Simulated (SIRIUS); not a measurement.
HPbNO4:

```
H Pb N O
1.0
     4.92453    0.00000    0.00000
     0.00000    5.59720    0.00000
     0.00000    0.00000    7.24347
H Pb N O
2 2 2 8
Direct
  0.00000 0.50000 0.19317
  0.50000 0.00000 0.80683
  0.50000 0.50000 0.95257
  0.00000 0.00000 0.04743
  0.00000 0.00000 0.63654
  0.50000 0.50000 0.36346
  0.00000 0.50000 0.05860
  0.50000 0.00000 0.94140
  0.00000 0.19569 0.72995
  0.00000 0.80431 0.72995
  0.00000 0.00000 0.46750
  0.50000 0.69569 0.27005
  0.50000 0.30431 0.27005
  0.50000 0.50000 0.53250
```

The cell was built by a generator and needn't be a form met in nature.

- Program: SIRIUS 7.12.0
- Task: single point
- Functional: PBE
- Potentials or basis: PseudoDojo 0.4.1 PBE standard (scalar relativistic)
- Cutoff: 1152 eV
- Density cutoff: 4606 eV
- k mesh: 6 × 5 × 4
- Occupations: fermi-dirac, width 0.05 eV
- Spin: no spin polarisation

On this cell: pressure 0.0 GPa; largest force 0.190 eV/Å; band gap on the k mesh 2.85 eV.

The same run follows on a disturbed copy (atoms moved at random, drawn with an rms of 0.05 Å):

```
H Pb N O
1.0
     4.92453    0.00000    0.00000
     0.00000    5.59720    0.00000
     0.00000    0.00000    7.24347
H Pb N O
2 2 2 8
Direct
  0.98800 0.49312 0.19716
  0.49597 0.99291 0.80987
  0.50953 0.50392 0.95284
  0.00273 0.99445 0.04477
  0.98936 0.99029 0.63622
  0.50277 0.50749 0.36308
  0.98904 0.49702 0.05672
  0.49751 0.00261 0.93695
  0.99498 0.19918 0.73060
  0.99439 0.80755 0.73312
  0.98256 0.99405 0.46564
  0.50048 0.69700 0.26671
  0.49868 0.31595 0.27062
  0.49776 0.49949 0.52753
```

Problem. What does the disturbed cell give?

Solution. The energy moves by +25.6 meV/atom; pressure 1.9 GPa; largest force 3.366 eV/Å; band gap on the k mesh 2.77 eV.

Forces on the atoms (eV/Å):
```
H    0.008  0.061 -1.872
H   -0.033  0.004 -2.696
Pb  -0.082 -0.273 -0.096
Pb   0.032  0.351  0.175
N    0.121  3.317 -0.560
N   -0.485 -0.513 -1.413
O    0.134  0.003  1.899
O    0.028  0.010  2.755
O   -0.072 -1.448 -0.754
O   -0.023 -1.687  0.206
O    0.010 -0.383  0.891
O    0.118  1.490  0.025
O    0.122 -1.626 -0.990
O    0.123  0.699  2.431
```

Stress tensor (GPa, compression positive):
```
 0.24 -0.03 -0.09
-0.03  2.64  0.04
-0.09  0.04  2.77
```

Caveats: spin-orbit coupling is left out, which as a rule narrows the gap of such compounds by several tenths of an eV; an odd mesh through Γ misses points on the zone boundary, where band edges often lie.
